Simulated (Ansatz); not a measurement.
# NW: the cost of one run

Program: Ansatz 0.2.0, Gaussian basis. Level of theory: def2-QZVPP, core rule «outside noble gas», up to 5 orbitals frozen. These are calculated values, not measurements.

Plan: UHF; ROHF; CCSD(T) on UHF.

## 1. The geometry

The geometry is a PBE0/def2-TZVP stationary point (not a proven minimum) of the parent state, kept for this charge and spin. No spin-orbit coupling is included. Elements past krypton take def2 core potentials.

2 atoms, charge 1, spin multiplicity 7.

Atoms are counted from 1 here; the program's logs count them from 0.

Bond lengths: W1–N2 1.844 Å.

## 2. UHF

in.yaml reads:

```yaml
crystal:
  periodic: [false, false, false]
  atoms:
    - {symbol: W, position_ang: [0.000000, 0.000000, 0.000000]}
    - {symbol: N, position_ang: [0.000000, 0.000000, 1.843600]}
basis:
  gaussian: {orbitals: "def2-QZVPP.json"}
total_charge: 1
magnetization: {spin_polarized: true, initial_magnetization: 6}
hamiltonian: {xc: hf}
output: {orbitals: {seedname: orbitals}}
```

On the command line:

```bash
ansatz run in.yaml --threads 1 --pin off --events-out ev --progress --plain --max-ram 3968MiB --backend cpu
```

Q: Estimate wall time and peak memory on 1 thread of AMD EPYC 7R13, shared host.

About 12 s, with a peak of 0.31 GiB.
